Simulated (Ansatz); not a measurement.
# C2H6SSi: the cost of one run

Method: RKS PBE/def2-SVP, in Ansatz 0.2.0.

### Step 1. The starting structure

Bond lengths: C1–C2 1.500 Å, C2–S3 1.828 Å, C1–Si4 1.917 Å, S3–Si4 2.113 Å, C1–H5 1.149 Å, C1–H6 1.126 Å, C2–H7 1.073 Å, C2–H8 1.130 Å, Si4–H9 1.541 Å, Si4–H10 1.412 Å. Angles (14 of 19 angles, heavy atoms first): C1–C2–S3 94.5°, C2–C1–Si4 94.3°, C2–S3–Si4 79.2°, C1–Si4–S3 74.9°, C1–C2–H7 115.5°, C1–C2–H8 114.1°, S3–C2–H7 112.5°, S3–C2–H8 112.1°, C2–C1–H5 114.9°, C2–C1–H6 117.1°, Si4–C1–H5 114.2°, Si4–C1–H6 114.3°, C1–Si4–H9 112.9°, C1–Si4–H10 114.5°.

Coordinates:

```xyz
10

C    -0.7431    0.1921   -0.2420
C    -0.0552   -1.1123   -0.5147
S     0.8461   -1.1348    1.0755
Si    0.7449    0.9427    0.7053
H    -1.0509    0.7816   -1.1791
H    -1.6985    0.1531    0.3529
H    -0.7029   -1.9602   -0.6314
H     0.6467   -1.0883   -1.3999
H     0.3217    1.7340    1.9584
H     1.7742    1.4410   -0.1221
```

### Step 2. End point A

Contents of input.yaml:

```yaml
crystal:
  periodic: [false, false, false]
  atoms:
    - { symbol: C, position_ang: [-0.7431, 0.1921, -0.242] }
    - { symbol: C, position_ang: [-0.0552, -1.1123, -0.5147] }
    - { symbol: S, position_ang: [0.8461, -1.1348, 1.0755] }
    - { symbol: Si, position_ang: [0.7449, 0.9427, 0.7053] }
    - { symbol: H, position_ang: [-1.0509, 0.7816, -1.1791] }
    - { symbol: H, position_ang: [-1.6985, 0.1531, 0.3529] }
    - { symbol: H, position_ang: [-0.7029, -1.9602, -0.6314] }
    - { symbol: H, position_ang: [0.6467, -1.0883, -1.3999] }
    - { symbol: H, position_ang: [0.3217, 1.734, 1.9584] }
    - { symbol: H, position_ang: [1.7742, 1.441, -0.1221] }
basis:
  gaussian: { orbitals: def2-SVP }
hamiltonian:
  xc: pbe
relax:
  f_tol: 0.02
  max_steps: 50
```

On the command line:

```bash
$ ansatz run input.yaml --threads 2 --pin off --max-ram 3072MiB --backend cpu --events-out ev --progress --plain --runs-dir out
```

**Question.** How long does this run take on 2 threads of Arm Neoverse V2, shared host, and how much memory does it need?

About 18 s, with a peak of 0.13 GiB.
